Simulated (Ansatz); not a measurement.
**CH₆B₂Si: small, medium and large basis sets**

The task here is to estimate one member of a computed series from the others.

Computed with Ansatz 0.2.0, Gaussian basis. Level: one geometry, several basis sets.

The runs, in order: PBE0-D4/def2-SVP; ωB97M-V/def2-SVP; PBE0-D4/def2-QZVPP; ωB97M-V/def2-QZVPP; the functionals' def2-TZVPP values are taken from earlier runs.

## The relaxed structure

An earlier PBE0-D4 in a triple-zeta def2 set relaxation fixed the geometry.

10 atoms, charge 0, spin multiplicity 1.

Atoms are counted from 1 here; the program's logs count them from 0.

Bond lengths: B1–C2 1.562 Å, B1–Si4 2.039 Å, B1–H5 1.193 Å, C2–B3 1.513 Å, C2–H6 1.084 Å, C2–H7 1.150 Å, B3–Si4 1.987 Å, B3–H8 1.194 Å, Si4–H9 1.486 Å, Si4–H10 1.483 Å. Angles: C2–B1–Si4 95.1°, C2–B1–H5 125.1°, Si4–B1–H5 139.8°, B1–C2–B3 86.1°, B1–C2–H6 128.0°, B1–C2–H7 72.0°, B3–C2–H6 132.1°, B3–C2–H7 112.1°, H6–C2–H7 110.4°, C2–B3–Si4 98.8°, C2–B3–H8 122.0°, Si4–B3–H8 131.1°, B1–Si4–B3 62.9°, B1–Si4–H9 109.2°, B1–Si4–H10 123.4°, B3–Si4–H9 115.5°, B3–Si4–H10 125.4°, H9–Si4–H10 111.6°.

The first run:

The input, in.yaml:

```yaml
crystal:
  periodic: [false, false, false]
  atoms:
    - {symbol: B, position_ang: [0.417331, -0.299461, -0.907441]}
    - {symbol: C, position_ang: [0.923697, -0.694213, 0.516642]}
    - {symbol: B, position_ang: [-0.496998, -0.452492, 0.976659]}
    - {symbol: Si, position_ang: [-0.961473, 1.046811, -0.241273]}
    - {symbol: H, position_ang: [0.830903, -0.748650, -1.932183]}
    - {symbol: H, position_ang: [1.654520, -1.450711, 0.779936]}
    - {symbol: H, position_ang: [1.450127, 0.280949, 0.209897]}
    - {symbol: H, position_ang: [-1.168754, -1.324067, 1.440800]}
    - {symbol: H, position_ang: [-0.285060, 2.338402, 0.047001]}
    - {symbol: H, position_ang: [-2.281093, 1.252331, -0.887037]}
basis:
  gaussian: {orbitals: def2-SVP}
hamiltonian: {xc: pbe0, dispersion: d4}
output: {orbitals: {seedname: orbitals}}
```

Started as:

```bash
> ansatz run in.yaml --threads 2 --pin off --events-out ev --progress --plain --max-ram 4352MiB
```

Steps of the session up to this table: PBE0-D4 in def2-SVP; ωB97M-V in def2-SVP; PBE0-D4 in def2-QZVPP; ωB97M-V in def2-QZVPP.

One table of the session follows, with a row left open; its other results are not shown here.

| functional | basis | HOMO (eV) | LUMO (eV) |
| --- | --- | --- | --- |
| PBE0-D4 | def2-SVP | -6.97 | -1.89 |
| PBE0-D4 | def2-TZVPP | -6.98 | -1.94 |
| PBE0-D4 | def2-QZVPP | ? | ? |
| ωB97M-V | def2-SVP | -9.01 | 0.20 |
| ωB97M-V | def2-TZVPP | -9.05 | 0.07 |
| ωB97M-V | def2-QZVPP | -9.06 | 0.02 |

Q: Estimate the row for PBE0-D4, def2-QZVPP from the others.

**Answer.** HOMO (eV): -6.98; LUMO (eV): -1.95.
